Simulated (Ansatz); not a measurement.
# AlF2H: the cost of one run

Method: PBE0-D4/def2-TZVP structures, single points in def2-TZVPP, no counterpoise correction; program: Ansatz 0.2.0, Gaussian basis.

Levels: SPW92, PBE-D4, BLYP-D4, r2SCAN-D4, B97M-V, PBE0-D4, B3LYP-D4, r2SCAN0-D4, BHLYP-D4, CAM-B3LYP-D4, wB97X-V, wB97M-V, B2PLYP, PBE-QIDH, RPA on PBE, Hartree-Fock, MP2, CCSD, CCSD(T).

Correlated methods freeze the cores. B3LYP uses VWN-RPA correlation. B2PLYP carries no dispersion term here.

94 further runs of the same task are left out: 94 set aside as unsound or not needed.

## Step 1: Where the work starts

The complex: 6 atoms, charge 0, spin multiplicity 1.

Atoms are counted from 1 here; the program's logs count them from 0.

Bond lengths: Al1–F2 2.040 Å, Al1–F3 1.647 Å, Al1–F4 1.647 Å, Al1–H6 1.575 Å, F2–H5 0.932 Å. Angles: F2–Al1–F3 98.1°, F2–Al1–F4 98.1°, F2–Al1–H6 93.0°, F3–Al1–F4 117.9°, F3–Al1–H6 119.3°, F4–Al1–H6 119.3°, Al1–F2–H5 109.7°.

As a file:

```
Al    0.2675   -0.5880    0.1141
F    -0.9232    1.0522   -0.1160
F    -0.5080   -1.5861   -0.9417
F     0.0196   -0.8292    1.7242
H    -0.4136    1.7700   -0.4209
H     1.5575    0.1809   -0.3596
```

Its parts: AlHF₂ holds atoms 1, 3, 4, 6; HF holds atoms 2, 5. Each part counts its atoms afresh in its own runs.

## Step 2: Relaxing AlHF₂ alone

File relax-a/in.yaml:

```yaml
crystal:
  periodic: [false, false, false]
  atoms:
    - {symbol: Al, position_ang: [0.267487, -0.587995, 0.114053]}
    - {symbol: F, position_ang: [-0.507968, -1.586074, -0.941735]}
    - {symbol: F, position_ang: [0.019645, -0.829201, 1.724201]}
    - {symbol: H, position_ang: [1.557548, 0.180943, -0.359617]}
basis:
  gaussian: {orbitals: def2-TZVP}
hamiltonian: {xc: pbe0, dispersion: d4}
relax: {f_tol: 0.005, max_steps: 200}
```

The run is started by

```
$ ansatz run in.yaml --threads 2 --pin off --events-out ev --progress --plain --max-ram 4352MiB
```

**Question.** How long does this run take on 2 threads of Intel Xeon 6975P-C, shared host?

About 4.1 s.
